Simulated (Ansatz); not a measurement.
Here is an Ansatz input file for Ti, space group P6/mmm. Write the same calculation for the Python package.

```yaml
crystal:
  lattice:
    - [4.6, 0.0, 0.0]
    - [-2.3, 3.983717, 0.0]
    - [0.0, 0.0, 2.82]
  atoms:
    - { symbol: Ti, position: [0.0, 0.0, 0.0] }
    - { symbol: Ti, position: [0.333333, 0.666667, 0.5] }
    - { symbol: Ti, position: [0.666667, 0.333333, 0.5] }
kpoints:
  mp_grid:
    grid: [6, 6, 8]
hamiltonian:
  xc: lda
scf:
  occupations:
    method: gaussian
    width: 0.1
basis:
  ecutwfc: "470 eV"
output:
  forces: true
  stress: true
```

`deck_ti.py`:
```python
'''Single point of Ti through the engine session.'''

import ansatz as az
import numpy as np

deck = {
    'crystal': {
        'lattice': [[4.6, 0.0, 0.0], [-2.3, 3.983717, 0.0], [0.0, 0.0, 2.82]],
        'atoms': [
            {'symbol': 'Ti', 'position': [0.0, 0.0, 0.0]},
            {'symbol': 'Ti', 'position': [0.333333, 0.666667, 0.5]},
            {'symbol': 'Ti', 'position': [0.666667, 0.333333, 0.5]},
        ],
    },
    'kpoints': {'mp_grid': {'grid': [6, 6, 8]}},
    'hamiltonian': {'xc': 'lda'},
    'scf': {'occupations': {'method': 'gaussian', 'width': 0.1}},
    'basis': {'ecutwfc': '470 eV'},
    'output': {'forces': True, 'stress': True},
}

out = az.Session.from_dict(deck).plan().execute()
rep = out.report

for key in ('converged', 'n_iterations', 'n_electrons', 'n_kpoints', 'n_pw', 'n_symmetry_ops', 'free_energy_ev', 'fermi_energy_ev'):
    print(f'{key:18s} {rep[key]}')

# the stress is positive in compression
print('pressure by term (GPa)')
for term, tensor in rep['stress_terms_gpa'].items():
    if np.any(tensor):
        print(f'  {term:28s} {np.trace(np.array(tensor)) / 3:12.3f}')
print(f'  {"total":28s} {np.trace(np.array(rep["stress_gpa"])) / 3:12.3f}')

print('energy terms (eV)')
for term, value in rep['components'].items():
    if abs(value) > 1e-9:
        print(f'  {term:26s} {value:16.5f}')

used = rep['setup']
print('cutoffs (eV):', used['ecut_ev'], used['ecutrho_ev'], ' FFT grid:', used['fft_dense'])
print('cell volume {:.3f} A^3, {} symmetry operations'.format(used['cell_volume_ang3'], used['n_sym_ops']))
```

```console
$ python deck_ti.py
DeckWarning: the atoms were moved onto the symmetric positions of the space group found under crystal.symmetry.tolerance 1.0e-5 (fractional; no operation is sought that the atoms, as they stand in a [...]
converged          True
n_iterations       7
n_electrons        36.0
n_kpoints          35
n_pw               1179
n_symmetry_ops     24
free_energy_ev     -7350.846031662397
fermi_energy_ev    13.064326878803959
pressure by term (GPa)
  kinetic                          1687.858
  hartree                          1033.510
  ewald                           -3588.752
  local_pseudopotential            1763.771
  nonlocal_pseudopotential         -796.866
  augmentation                      167.565
  nlcc                              -44.240
  xc                               -231.876
  augmentation_tail                  -0.000
  scf_correction                      0.000
  pulay_correction                    0.008
  total                              -9.022
energy terms (eV)
  e_band                           -472.01663
  e_kinetic                         816.60520
  e_local                         -2445.76764
  e_nonlocal                         36.33262
  e_hartree                        1000.04864
  e_xc                             -289.50306
  e_vxc                            -364.29262
  e_paw                           -2996.96493
  e_vpaw                           -514.99208
  e_augmentation_tail                 0.00034
  e_ewald                         -3472.55961
  e_core_change                       0.97785
  e_smearing                         -0.01545
cutoffs (eV): 470.0 1880.0  FFT grid: [36, 36, 20]
cell volume 51.677 A^3, 24 symmetry operations
```
(Warnings from the package without file and line, shortened.)

Total energies depend on the potentials; only differences at equal settings carry meaning. A total without «per atom» is that of the cell as typed. The energy terms are those on the plane-wave grid, with the one-centre PAW part apart; e_band, e_vxc and e_vpaw aren't summands of the total. The mesh is modest for a metal, so energies can be off by several to tens of meV an atom and pressures by half a GPa or more; differences at equal mesh fare better. An absolute Fermi energy rests on an arbitrary zero of the periodic potential and has no direct meaning. Pressure is positive in compression. At these settings the cell as given stands under about -9 GPa, so it isn't at this functional's equilibrium volume. This isn't the structure that Ti takes at ambient conditions. Gaps and levels are Kohn-Sham values on a finite set of k-points. Finished in 2.7 s on 1 thread of Arm Neoverse V1 (shared host), peak memory 0.37 GiB.

(Lines on the test bed's own set-up are left out of the output.)
